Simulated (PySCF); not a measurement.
# AgH6S6 ([Ag(SH)6]3-): the cost of one run

Computed with PySCF 2.14.0 and routines of our own; the level stands in each step. Atoms count from 0.

## 1. The system as given

13 atoms, charge -3, states of the metal's open shell are computed; geometry from: model geometry, bond lengths from ionic radii.

## 2. Ligand-field states: state-averaged CASSCF in water

Job settings and geometry (Å):

```
{"job": {"kind": "lf", "basis": {"metal": "x2c-TZVPall", "ligand": "x2c-SVPall"}, "nevpt": true, "solvent": "water"}, "charge": -3, "metal": "Ag", "open_shell": "d8"}
Ag     0.000000     0.000000     0.000000
S      0.000000     0.000000     2.490000
H      1.320000     0.000000     2.740000
S      0.000000     0.000000    -2.490000
H     -1.320000     0.000000    -2.740000
S      2.490000     0.000000     0.000000
H      2.740000     1.320000     0.000000
S     -2.490000     0.000000     0.000000
H     -2.740000    -1.320000     0.000000
S      0.000000     2.490000     0.000000
H      0.000000     2.740000     1.320000
S     -0.000000    -2.490000     0.000000
H     -0.000000    -2.740000    -1.320000
```

With the program's defaults for keys left out, this is: state-averaged CASSCF of the metal d shell, SC-NEVPT2 on the averaged canonical orbitals, state-interaction spin-orbit coupling.

Run with:

```
> OMP_NUM_THREADS=1 python lf_run.py task.json out
```

One launch serves the whole session: the jobs run in the order shown.

Q: Estimate the wall time and peak memory of this first job on 1 thread of Intel Xeon Platinum 8375C at 2.90GHz, shared host.

About 42 s, with a peak of 0.61 GiB.
